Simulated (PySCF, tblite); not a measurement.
**C5H11ClGe: geometry, infrared bands and NMR shifts**

Wanted: the infrared bands and NMR shifts of C5H11ClGe (`[Cl][GeH2][CH]1CCCC1`), by calculation.

Computed with tblite 0.8.0 and PySCF 2.14.0, with density-fitted response routines of our own, on a single molecule in the gas phase. Atoms are numbered from 0 throughout.

### Step 1. The molecule as given

18 atoms, charge 0, multiplicity 1; geometry from: force field or distance geometry start.

Bonds of the start (Å): Cl0–Ge1 2.17, Ge1–C2 1.94, C2–C3 1.54, C3–C4 1.53, C4–C5 1.52, C5–C6 1.53, C6–C2 1.52, Ge1–H7 1.55, Ge1–H8 1.57, C2–H9 1.11, C3–H10 1.10, C3–H11 1.11, C4–H12 1.12, C4–H13 1.11, C5–H14 1.12, C5–H15 1.11, C6–H16 1.12, C6–H17 1.11.

### Step 2. Geometry optimisation with GFN2-xTB

What the job is given:

```
{"job": {"kind": "relax", "xc": "GFN2-xTB", "basis": "xTB"}, "charge": 0, "multiplicity": 1}
Cl     3.482200    -0.722700    -1.520200
Ge     2.402000    -0.037100     0.228500
C      0.527600    -0.525800     0.080300
C     -0.140600     0.145300    -1.131300
C     -1.619100     0.238700    -0.759700
C     -1.721000     0.113400     0.751100
C     -0.293000    -0.053500     1.269600
H      2.544800     1.502400     0.367200
H      3.006500    -0.720600     1.500900
H      0.430900    -1.628900    -0.013700
H      0.267100     1.159100    -1.278100
H      0.012000    -0.463700    -2.045000
H     -2.042200     1.211700    -1.103400
H     -2.177300    -0.587500    -1.255100
H     -2.192700     1.025200     1.200500
H     -2.327400    -0.776800     1.032700
H     -0.248300    -0.792800     2.105500
H      0.079800     0.920000     1.638500
```

On the command line:

```
> OMP_NUM_THREADS=1 python probes_run.py task.json out
```

This one command runs all jobs of the session in turn.

The log of the run:

```text
step      E/eV     max force
  0    -621.45908    1.202
  1    -621.55207    0.559
  2    -621.57961    0.379
  3    -621.59676    0.243
  4    -621.60473    0.291
  5    -621.61142    0.205
  6    -621.61629    0.203
  7    -621.62024    0.227
  8    -621.62388    0.188
  9    -621.62702    0.171
 10    -621.62946    0.106
 11    -621.63150    0.137
 12    -621.63336    0.134
 13    -621.63494    0.094
 14    -621.63597    0.063
 15    -621.63661    0.065
 16    -621.63723    0.059
 17    -621.63806    0.078
 18    -621.63900    0.077
 19    -621.63988    0.085
 20    -621.64072    0.086
 21    -621.64171    0.073
 22    -621.64296    0.087
 23    -621.64429    0.099
 24    -621.64541    0.097
 25    -621.64635    0.073
 26    -621.64732    0.074
 27    -621.64839    0.075
 28    -621.64948    0.090
 29    -621.65050    0.091
 30    -621.65142    0.080
 31    -621.65226    0.080
 32    -621.65302    0.077
 33    -621.65369    0.077
 34    -621.65430    0.068
 35    -621.65486    0.053
 36    -621.65535    0.053
 37    -621.65583    0.053
 38    -621.65631    0.047
 39    -621.65676    0.047
 40    -621.65712    0.053
 41    -621.65737    0.051
 42    -621.65761    0.043
 43    -621.65794    0.045
 44    -621.65839    0.064
 45    -621.65885    0.066
 46    -621.65917    0.048
 47    -621.65934    0.030
 48    -621.65945    0.026
 49    -621.65955    0.034
 50    -621.65964    0.030
 51    -621.65971    0.018
 52    -621.65974    0.013
 53    -621.65977    0.020
 54    -621.65980    0.021
 55    -621.65983    0.017
 56    -621.65986    0.013
 57    -621.65988    0.009
```

It took 0.74 s on 1 thread of Arm Neoverse N1, shared host; peak memory 0.18 GiB.

Along the way: (not every step is listed)

| step | energy from step 0 (eV) | largest force (eV/Å) |
| --- | --- | --- |
| 0 | 0.0000 | 1.2024 |
| 1 | -0.0930 | 0.5585 |
| 2 | -0.1205 | 0.3786 |
| 3 | -0.1377 | 0.2433 |
| 4 | -0.1457 | 0.2913 |
| 5 | -0.1523 | 0.2051 |
| 6 | -0.1572 | 0.2032 |
| 7 | -0.1612 | 0.2272 |
| 8 | -0.1648 | 0.1882 |
| 12 | -0.1743 | 0.1342 |
| 16 | -0.1782 | 0.0594 |
| 20 | -0.1816 | 0.0858 |
| 24 | -0.1863 | 0.0965 |
| 28 | -0.1904 | 0.0900 |
| 32 | -0.1939 | 0.0771 |
| 36 | -0.1963 | 0.0534 |
| 40 | -0.1980 | 0.0526 |
| 44 | -0.1993 | 0.0638 |
| 48 | -0.2004 | 0.0261 |
| 52 | -0.2007 | 0.0132 |
| 53 | -0.2007 | 0.0200 |
| 54 | -0.2007 | 0.0214 |
| 55 | -0.2008 | 0.0168 |
| 56 | -0.2008 | 0.0135 |
| 57 | -0.2008 | 0.0089 |

Close pairs (by a distance rule), those that changed most:

| bond | before (Å) | after (Å) | change (Å) |
| --- | --- | --- | --- |
| Cl0–Ge1 | 2.167 | 2.105 | -0.062 |
| Ge1–H8 | 1.566 | 1.517 | -0.048 |
| Ge1–C2 | 1.943 | 1.990 | +0.047 |
| Ge1–H7 | 1.552 | 1.517 | -0.035 |
| C5–H14 | 1.121 | 1.089 | -0.031 |
| C6–H16 | 1.117 | 1.090 | -0.027 |
| C4–H12 | 1.115 | 1.089 | -0.026 |
| C4–H13 | 1.113 | 1.090 | -0.023 |

The next job starts from the end point, and lists it.

### Step 3. Harmonic vibrations with GFN2-xTB

What the job is given:

```
{"job": {"kind": "ir", "xc": "GFN2-xTB", "basis": "xTB"}, "charge": 0, "multiplicity": 1}
Cl     3.431451    -0.827710    -1.491790
Ge     2.455370    -0.135867     0.240426
C      0.500627    -0.479612     0.094751
C     -0.144440     0.237594    -1.089721
C     -1.645330     0.190790    -0.781896
C     -1.756856     0.058557     0.749620
C     -0.316150     0.043193     1.274013
H      2.754061     1.347129     0.356437
H      3.120602    -0.823009     1.418404
H      0.333579    -1.556740    -0.006245
H      0.198872     1.275897    -1.117299
H      0.099825    -0.226499    -2.045079
H     -2.151162     1.082883    -1.148514
H     -2.101312    -0.671672    -1.268528
H     -2.327680     0.876886     1.186986
H     -2.259079    -0.873067     1.011598
H     -0.204359    -0.571383     2.166909
H      0.003223     1.058948     1.518307
```

The log of the run:

```text
mode    cm-1     km/mol
  1      21.9      0.09
  2      36.7      0.34
  3      74.8      1.16
  4     127.9      0.14
  5     205.4      2.50
  6     254.3      2.37
  7     372.3     34.91
  8     381.3     42.30
  9     466.8     45.26
 10     603.1      0.96
 11     621.0      1.93
 12     669.7    403.04
 13     713.9      3.00
 14     810.6     65.27
 15     820.9    177.00
 16     838.1      1.41
 17     943.9      0.80
 18     958.8      3.04
 19     992.2      1.09
 20    1005.3      4.59
 21    1013.0      0.86
 22    1115.3      4.09
 23    1117.6      1.94
 24    1135.0     14.99
 25    1183.8      1.76
 26    1203.5      0.61
 27    1216.6      2.29
 28    1236.1      1.00
 29    1256.3      0.59
 30    1306.0      0.36
 31    1313.3      0.06
 32    1322.2      0.79
 33    1323.3      0.24
 34    1478.1      0.11
 35    1488.0      0.22
 36    1491.4      0.17
 37    1510.8      0.26
 38    1838.1    234.94
 39    1904.4    472.95
 40    2915.9     32.55
 41    2941.9     23.41
 42    2957.7     33.52
 43    2980.5      0.77
 44    2993.3     28.72
 45    2995.3     30.22
 46    3001.9     99.34
 47    3005.1     62.82
 48    3012.8     55.35
```

Wall time 1.1 s (1 thread of Arm Neoverse N1, shared host); peak memory 0.18 GiB.

The strongest bands and the atoms that carry them (share of the mass-weighted mode):

| cm⁻¹ | km/mol | atoms |
| --- | --- | --- |
| 670 | 403.0 | H7 48 %, H8 46 % |
| 811 | 65.3 | H7 17 %, H8 15 %, H13 10 %, H12 10 % |
| 821 | 177.0 | H8 33 %, H7 32 % |
| 1838 | 234.9 | H8 52 %, H7 47 % |
| 1904 | 472.9 | H7 52 %, H8 47 % |
| 3002 | 99.3 | H13 28 %, H15 21 %, H11 17 % |
| 3005 | 62.8 | H14 37 %, H12 21 %, H15 18 % |
| 3013 | 55.4 | H12 50 %, H14 26 %, H13 12 % |

### Step 4. Nuclear shieldings: PBE0/pcSseg-1

Settings changed since step 3:

```diff
@@ -1,2 +1,2 @@
-{"job": {"kind": "ir", "xc": "GFN2-xTB", "basis": "xTB"}, "charge": 0, "multiplicity": 1}
+{"job": {"kind": "nmr", "xc": "PBE0", "basis": "pcSseg-1"}, "charge": 0, "multiplicity": 1}
 Cl     3.431451    -0.827710    -1.491790
```

Level: GIAO PBE0/pcSseg-1 NMR shielding, non-relativistic, gas phase.

The log of the run:

```text
coarse grid: 66824 points
cycle   1  E = -2733.3880094572  dE =  3.886e-02  |g| = 9.538e-01  |ddm| = 3.851e+00
cycle   2  E = -2733.3313798880  dE =  5.663e-02  |g| = 1.063e+00  |ddm| = 1.259e+00
cycle   3  E = -2733.4780244458  dE = -1.466e-01  |g| = 1.050e-01  |ddm| = 8.273e-01
cycle   4  E = -2733.4801493088  dE = -2.125e-03  |g| = 3.861e-02  |ddm| = 1.297e-01
cycle   5  E = -2733.4804663236  dE = -3.170e-04  |g| = 7.873e-03  |ddm| = 4.097e-02
cycle   6  E = -2733.4804813609  dE = -1.504e-05  |g| = 1.770e-03  |ddm| = 9.942e-03
cycle   7  E = -2733.4804821595  dE = -7.987e-07  |g| = 4.817e-04  |ddm| = 2.251e-03
final grid: 139920 points
cycle   8  E = -2733.4804909180  dE = -3.963e-08  |g| = 5.596e-04  |ddm| = 1.931e-03
cycle   9  E = -2733.4804908699  dE =  4.813e-08  |g| = 7.100e-04  |ddm| = 1.104e-03
cycle  10  E = -2733.4804909940  dE = -1.241e-07  |g| = 3.844e-05  |ddm| = 6.348e-04
cycle  11  E = -2733.4804909943  dE = -2.919e-10  |g| = 1.090e-05  |ddm| = 4.254e-05
converged SCF energy = -2733.4804909943

GIAO shielding tensors (ppm)
atom      isotropic    diamagn.    paramagn.     s11        s22        s33       span
  0 Cl    1044.656    1147.939    -103.283   1004.696   1033.694   1095.577     90.881
  1 Ge    1348.782    2754.137   -1405.355   1218.428   1334.883   1493.035    274.608
  2 C      149.347     251.193    -101.846    122.618    153.223    172.199     49.581
  3 C      153.134     247.593     -94.458    127.528    159.504    172.370     44.842
  4 C      160.631     247.010     -86.379    132.272    171.361    178.258     45.986
  5 C      159.935     247.231     -87.297    130.005    171.763    178.036     48.031
  6 C      155.892     247.661     -91.768    129.674    163.037    174.965     45.291
  7 H       26.776      28.095      -1.319     19.887     22.759     37.681     17.794
  8 H       26.320      27.637      -1.318     18.624     22.233     38.102     19.479
  9 H       30.257      32.653      -2.396     26.029     29.511     35.230      9.201
 10 H       30.357      31.752      -1.394     24.005     31.145     35.922     11.917
 11 H       29.423      30.952      -1.529     22.972     29.831     35.466     12.494
 12 H       29.858      29.534       0.324     24.502     27.453     37.618     13.116
 13 H       30.013      29.984       0.029     24.464     27.941     37.634     13.170
 14 H       29.837      29.383       0.454     24.557     27.346     37.608     13.051
 15 H       30.000      29.900       0.100     24.537     27.762     37.701     13.164
 16 H       29.906      30.774      -0.869     24.040     28.659     37.017     12.977
 17 H       30.626      31.627      -1.001     24.310     30.946     36.621     12.310
```

Wall time 63 s (1 thread of Arm Neoverse N1, shared host); peak memory 0.86 GiB.

Shifts follow as δ = σ(reference) − σ, with reference shieldings (ppm) from runs at the same level and on the same kind of geometry: 1H TMS 31.72, 13C TMS 186.9, 73Ge GeMe4 1331, 35Cl HCl 950. The references are single molecules in the gas phase. Atoms listed in one row are averaged.

| atoms | environment | σ (ppm) | δ (ppm) |
| --- | --- | --- | --- |
| C2 | sp3 CH bonded to Ge | 149.3 | 37.6 |
| C3, C6 | sp3 CH2 in a ring | 154.5 | 32.4 |
| C4, C5 | sp3 CH2 in a ring | 160.3 | 26.6 |
| H7, H8 | hydrogen on a germanium bonded to C, Cl | 26.55 | 5.17 |
| H11, H16 | hydrogen on an sp3 CH2 in a ring | 29.66 | 2.05 |
| H12, H14 | hydrogen on an sp3 CH2 in a ring | 29.85 | 1.87 |
| H13, H15 | hydrogen on an sp3 CH2 in a ring | 30.01 | 1.71 |
| H9 | hydrogen on an sp3 CH bonded to Ge | 30.26 | 1.46 |
| H10, H17 | hydrogen on an sp3 CH2 in a ring | 30.49 | 1.23 |
| Cl0 | chlorine bonded to Ge | 1045 | -95 |
| Ge1 | germanium bonded to C, Cl, 2 H | 1349 | -18 |

Charges from the same density, by scheme (e):

| atoms | Mulliken | IAO | Hirshfeld | ESP fit |
| --- | --- | --- | --- | --- |
| Cl0 | -0.35 | -0.32 | -0.17 | -0.18 |
| Ge1 | 0.56 | 0.68 | 0.35 | 0.04 |
| C2 | -0.60 | -0.34 | -0.10 | 0.08 |
| C3, C6 | -0.17 | -0.26 | -0.07 | -0.04 |
| C4, C5 | -0.21 | -0.27 | -0.07 | -0.09 |

Mayer bond orders: Cl0–Ge1 0.94, Ge1–C2 0.90, C2–C3 0.98, C3–C4 1.04, C4–C5 1.02, C5–C6 1.04, C6–C2 0.98.

Ring of atoms C2, C3, C4, C5, C6: NICS(0) -5.8, NICS(1) -4.3, NICS(1)zz -4.5 ppm (means of both faces).

### Step 5. Summary of results

```
                                                               quantity                                   value
                              strongest single infrared mode (GFN2-xTB)                   1904 cm⁻¹, 473 km/mol
                                           zero-point energy (GFN2-xTB)                           90.3 kcal/mol
13C shifts against TMS (PBE0/pcSseg-1, means over atoms taken as alike)                    37.6, 32.4, 26.6 ppm
 1H shifts against TMS (PBE0/pcSseg-1, means over atoms taken as alike)  5.17, 2.05, 1.87, 1.71, 1.46, 1.23 ppm
                                35Cl shifts against HCl (PBE0/pcSseg-1)                                 -95 ppm
                              73Ge shifts against GeMe4 (PBE0/pcSseg-1)                                 -18 ppm
```

What this shows: Over 57 steps the energy fell by 0.201 eV; of the close pairs, Cl0–Ge1 changed most, 2.167 to 2.105 Å. No mode is imaginary among the 48: a minimum at this level. The strongest single mode, at 1904 cm⁻¹, moves mainly H7 and H8. Unscaled tight-binding wavenumbers are off by several per cent, some by more. Its intensities can rank the bands wrongly. At PBE0/pcSseg-1: The widest tensor belongs to Ge1: span 275 ppm, with a paramagnetic part of -1405 ppm. Spin-orbit coupling is left out, which matters for shieldings and couplings at and beside the heavy atoms.
